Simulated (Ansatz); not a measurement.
# BrGaHS: the cost of one run

Computed with Ansatz 0.2.0, Gaussian basis. Level: the settings change from run to run.

### Step 1. The relaxed structure

The structure was relaxed beforehand with PBE0-D4 in a triple-zeta def2 set.

SMILES `[SH][Ga][Br]`, 4 atoms, charge 0, spin multiplicity 2.

Atoms are counted from 1 here; the program's logs count them from 0.

Bond lengths: S1–Ga2 2.234 Å, S1–H4 1.346 Å, Ga2–Br3 2.322 Å. Angles: Ga2–S1–H4 91.2°, S1–Ga2–Br3 117.5°.

### Step 2. CAM-B3LYP/6-31G*

Options: a grid of angular degree 11, relativity set to scalar, high accuracy.

File in.yaml:

```yaml
crystal:
  periodic: [false, false, false]
  atoms:
    - {symbol: S, position_ang: [-0.711934, 1.247709, -0.713741]}
    - {symbol: Ga, position_ang: [-0.744167, -0.930189, -0.218216]}
    - {symbol: Br, position_ang: [1.044630, -1.779821, 0.994811]}
    - {symbol: H, position_ang: [0.466972, 1.402101, -0.083054]}
basis:
  gaussian: {orbitals: "6-31G*", final_grid: {core_spheres: 5, valence_spheres: 4, degree: 11}}
magnetization: {spin_polarized: true, initial_magnetization: 1}
hamiltonian: {xc: {name: CAM-B3LYP}, pseudopotentials: {relativity: scalar}}
accuracy: high
output: {forces: true}
```

Command:

```bash
$ ansatz run in.yaml --threads 4 --pin off --events-out ev --progress --plain --max-ram 10444MiB
```

**Question.** How long does this run take on 4 threads of Arm Neoverse V1, shared host, and how much memory does it need?

About 3.9 s, with a peak of 0.5 GiB.
